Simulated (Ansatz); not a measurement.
# MoPd and its elements: a formation energy from the elements

Computed with Ansatz's Python interface.

The cells in order, each with its output:

**Cell 1**
```python
from collections import Counter
import warnings

import ansatz as az
from ase import Atoms
import numpy as np
```

**Cell 2**
```python
CUTOFF = 550
K_SPACING = 0.15
SMEARING = "gaussian"
SMEARING_WIDTH = 0.1
```

**Cell 3**
```python
def ground_state(name, crystal):
    calc = (
        crystal.calculation()
        .functional(az.Functional.R2SCAN)
        .basis(CUTOFF)
        .kpoints(spacing=K_SPACING)
        .occupations(SMEARING, width=SMEARING_WIDTH)
        .stress()
    )
    calc = calc.relax(force_tolerance=0.03, fix_cell=["shape"])
    return calc.run()
```

**Cell 4**
```python
def counts(outcome):
    return Counter(site.symbol for site in outcome.lattice.sites)

def formation_energy(outcome, mu):
    n = counts(outcome)
    return (outcome.report["energy_sigma0_ev"] - sum(k * mu[element] for element, k in n.items())) / sum(n.values())


def volume_per_atom(outcome):
    return abs(np.linalg.det(outcome.lattice.cell_ang)) / len(outcome.lattice.sites)
```

**Cell 5**
```python
warnings.simplefilter("ignore", az.DeckWarning)
```

**Cell 6**
```python
phases = {}
atoms = Atoms(
    ["Mo", "Pd"],
    scaled_positions=[
        (0.0, 0.0, 0.0),
        (0.5, 0.5, 0.5),
    ],
    cell=[
        (1.387668, 0.80117, 4.644771),
        (-1.387668, 0.80117, 4.644771),
        (0.0, -1.602341, 4.644771),
    ],
    pbc=True,
)
mopd = az.Crystal.from_ase(atoms)
phases["MoPd"] = mopd
mo = (
    az.Lattice.of((-1.573415, 1.573415, 1.573415), (1.573415, -1.573415, 1.573415), (1.573415, 1.573415, -1.573415))
    .atom("Mo", (0.0, 0.0, 0.0))
)
phases["Mo"] = mo
pd_cell = (
    az.Lattice.of((0.0, 1.9465, 1.9465), (1.9465, 0.0, 1.9465), (1.9465, 1.9465, 0.0))
    .atom("Pd", (0.0, 0.0, 0.0))
)
phases["Pd"] = pd_cell
```

**Cell 7**
```python
done = {name: ground_state(name, crystal) for name, crystal in phases.items()}
```

**Cell 8**
```python
# energy of one atom in its reference phase
references = {"Mo": "Mo", "Pd": "Pd"}
mu = {element: done[name].report["energy_sigma0_ev"] / len(done[name].lattice.sites) for element, name in references.items()}

target = done["MoPd"]
heat = formation_energy(target, mu)
for element, value in mu.items():
    print(f"mu({element}) = {value:.4f} eV from {references[element]}, {volume_per_atom(done[references[element]]):.2f} A^3/atom")
print(f"formation energy of MoPd: {heat:.4f} eV/atom = {96.4853 * heat:.1f} kJ/mol of atoms")
```
Output:
```text
mu(Mo) = -4967.5985 eV from Mo, 15.64 A^3/atom
mu(Pd) = -6985.7393 eV from Pd, 14.93 A^3/atom
formation energy of MoPd: 0.1388 eV/atom = 13.4 kJ/mol of atoms
```

The formation energy is +0.139 eV an atom (+13.4 kJ per mole of atoms), so MoPd lies above the reference phases.

Reading the output:
- Absolute energies stand on the zero of these potentials, so only differences at equal settings mean something.
- Atoms and volume are relaxed with the cell's shape held, which in cells of lower than cubic symmetry can hide stresses and shift volumes.
- The cells come from databases of deposited and of computed structures, and not all need be stable phases.
- The compound is the structure given, not necessarily its lowest; energies are at zero temperature, with no correction for gases. A semilocal functional's error on such energies is often 0.05 to 0.1 eV an atom, and 0.1 to 0.3 eV against gases such as O2 or F2.
- Run time: 4.5 min on 1 thread of Arm Neoverse V1 (shared host), peak memory 0.86 GiB.
